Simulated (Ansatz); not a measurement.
# Si2NH6Cl (SMILES N[SiH]([SiH3])Cl): CCSD(T)/6-31G(d) (spherical functions)

Aim: the vertical singlet–triplet gap of Si2NH6Cl at CCSD(T)/6-31G* (spherical functions), from 2 runs. 

The calculation is run with Ansatz 0.2.0.

68 further runs of the same task are left out: 2 that didn't finish, 66 set aside as unsound or not needed.

### 1 Starting point

Si2NH6Cl has 10 atoms, charge 0, and is taken as a singlet. As SMILES, `N[SiH]([SiH3])Cl`. The shape is that of a PBE0-D4/def2-TZVP optimisation. This is one conformer, not always the lowest.

Bond lengths: N1–Si2 1.706 Å, Si2–Si3 2.336 Å, Si2–Cl4 2.083 Å, N1–H5 1.008 Å, N1–H6 1.008 Å, Si2–H7 1.482 Å, Si3–H8 1.486 Å, Si3–H9 1.489 Å, Si3–H10 1.488 Å. Some angles: N1–Si2–Si3 109.4°, N1–Si2–Cl4 114.5°, Si3–Si2–Cl4 106.1°, N1–Si2–H7 107.1°, Si3–Si2–H7 114.7°, Cl4–Si2–H7 105.1°, Si2–N1–H5 120.5°, Si2–N1–H6 120.3°, Si2–Si3–H8 110.2°, Si2–Si3–H9 108.8°.

### 2 A single-point energy at CCSD(T)/6-31G(d) (spherical functions)

File molecule.yaml:

```yaml
crystal:
  periodic: [false, false, false]
  atoms:
    - symbol: N
      position_ang: [-0.500400, 1.640400, -0.476600]
    - symbol: Si
      position_ang: [-0.088700, 0.024400, -0.834700]
    - symbol: Si
      position_ang: [0.678000, -1.030800, 1.103600]
    - symbol: Cl
      position_ang: [-1.669600, -1.135800, -1.538400]
    - symbol: H
      position_ang: [-1.066800, 1.857300, 0.327900]
    - symbol: H
      position_ang: [-0.657600, 2.302300, -1.220500]
    - symbol: H
      position_ang: [0.889100, 0.060000, -1.948200]
    - symbol: H
      position_ang: [0.872200, -2.482600, 0.855100]
    - symbol: H
      position_ang: [-0.336100, -0.853800, 2.179500]
    - symbol: H
      position_ang: [1.962900, -0.432600, 1.555400]
basis:
  gaussian:
    orbitals: 6-31G_st_-spherical.json
correlation:
  method: ccsd_t
  frozen_orbitals: {Cl: 5, H: 0, "N": 1, Si: 5}
accuracy: high
scf:
  omitted_lower_state_checks: [cluster_reference, increment]
```

The basis set 6-31G* is read from a file made from the Basis Set Exchange's data (not shown).

On the command line:

```sh
$ ansatz run molecule.yaml --threads 1 --pin off --max-ram 3480MiB --events-out events.jsonl --progress --plain --runs-dir runs
```

Log, shortened:

```text
Warning: RAYON_NUM_THREADS=1 ignored (pool sized by the plan → 1); use --threads N
Functional definition: HF
  name "HF"
[...]
1819 factors; integrals over basis functions are off by at most 3.5e-9 eV
[...]
mean field -29805.27364730 eV, -1095.3236037982 hartree, gradient 1.9e-8 eV, S^2 0.000000; 0 other end points of the search recorded, 0 dependent functions left out
16 core orbitals not correlated: weight in the atoms' cores, before any rotation towards them, 1.000 or more for the frozen orbitals, at most 0.000 for the correlated occupied ones
reference -29805.27364730 eV, -1095.3236037982 hartree; 13, 13 occupied and 51, 51 virtual orbitals, 1819 factors
second order -12.13989195 eV of doubles, -0.00000000 eV of singles
cycle   1  -13.14119297 eV  change    -1.0e0 eV  update   8.6e-2
[...]
cycle  19  -13.61789031 eV  change    1.1e-9 eV  update   2.4e-9
perturbative correction -0.32790616 eV, -0.0120503292 hartree
Total energy: -29819.21944377 eV, -1095.8361023657 hartree
Checks for a lower state left out: cluster_reference, increment
```

Run time: 14 s. Hardware: 1 thread of Arm Neoverse V1, shared host; peak memory 0.35 GiB.

### 3 The triplet

File molecule.yaml:

```yaml
crystal:
  periodic: [false, false, false]
  atoms:
    - {symbol: "N", position_ang: [-0.500400, 1.640400, -0.476600]}
    - {symbol: Si, position_ang: [-0.088700, 0.024400, -0.834700]}
    - {symbol: Si, position_ang: [0.678000, -1.030800, 1.103600]}
    - {symbol: Cl, position_ang: [-1.669600, -1.135800, -1.538400]}
    - {symbol: H, position_ang: [-1.066800, 1.857300, 0.327900]}
    - {symbol: H, position_ang: [-0.657600, 2.302300, -1.220500]}
    - {symbol: H, position_ang: [0.889100, 0.060000, -1.948200]}
    - {symbol: H, position_ang: [0.872200, -2.482600, 0.855100]}
    - {symbol: H, position_ang: [-0.336100, -0.853800, 2.179500]}
    - {symbol: H, position_ang: [1.962900, -0.432600, 1.555400]}
basis:
  gaussian:
    orbitals: 6-31G_st_-spherical.json
magnetization:
  spin_polarized: true
  initial_magnetization: 2
correlation:
  method: ccsd_t
  frozen_orbitals: {Cl: 5, H: 0, "N": 1, Si: 5}
accuracy: high
scf:
  omitted_lower_state_checks: [cluster_reference, increment]
```

The basis set 6-31G* is read from a file made from the Basis Set Exchange's data (not shown).

On the command line:

```sh
$ ansatz run molecule.yaml --threads 1 --pin off --max-ram 3480MiB --events-out events.jsonl --progress --plain --runs-dir runs
```

Log, shortened:

```text
Warning: RAYON_NUM_THREADS=1 ignored (pool sized by the plan → 1); use --threads N
[... 2 set-up lines as earlier in the session ...]
[...]
1819 factors; integrals over basis functions are off by at most 3.5e-9 eV
[...]
mean field -29798.87550836 eV, -1095.0884765289 hartree, gradient 2.4e-8 eV, S^2 2.012170; 17 other end points of the search recorded, 0 dependent functions left out
16 core orbitals not correlated: weight in the atoms' cores, before any rotation towards them, 1.000 or more for the frozen orbitals, at most 0.000 for the correlated occupied ones
reference -29798.87550836 eV, -1095.0884765289 hartree; 14, 12 occupied and 50, 52 virtual orbitals, 1819 factors
second order -11.55105041 eV of doubles, -0.00000000 eV of singles
cycle   1  -12.69031801 eV  change    -1.1e0 eV  update   9.4e-2
[...]
cycle  40  -13.23830628 eV  change  -2.4e-10 eV  update   2.6e-9
perturbative correction -0.38211244 eV, -0.0140423733 hartree
Total energy: -29812.49592708 eV, -1095.5890176847 hartree
Checks for a lower state left out: cluster_reference, increment
```

Run time: 83 s. Hardware: 1 thread of Arm Neoverse V1, shared host; peak memory 0.61 GiB.

### 4 Results

Level: CCSD(T)/6-31G* (spherical functions), 16 core orbitals frozen.

```
                                             quantity           value
                                singlet: total energy  -1095.83610 Eh
singlet: correlation energy (16 core orbitals frozen)      -512.5 mEh
                              singlet: (T) correction      -12.05 mEh
                               singlet: T1 diagnostic           0.012
                                triplet: total energy  -1095.58902 Eh
triplet: correlation energy (16 core orbitals frozen)      -500.5 mEh
                              triplet: (T) correction      -14.04 mEh
           triplet: ⟨S²⟩ of the reference determinant           2.012
                               triplet: T1 diagnostic           0.032
     vertical energy of the triplet above the singlet        6.724 eV
```

At this shape the triplet lies 6.72 eV (155 kcal/mol) above the singlet. The triples (singlet) make up 2.4 % of the correlation energy. The triples (triplet) make up 2.8 % of the correlation energy.
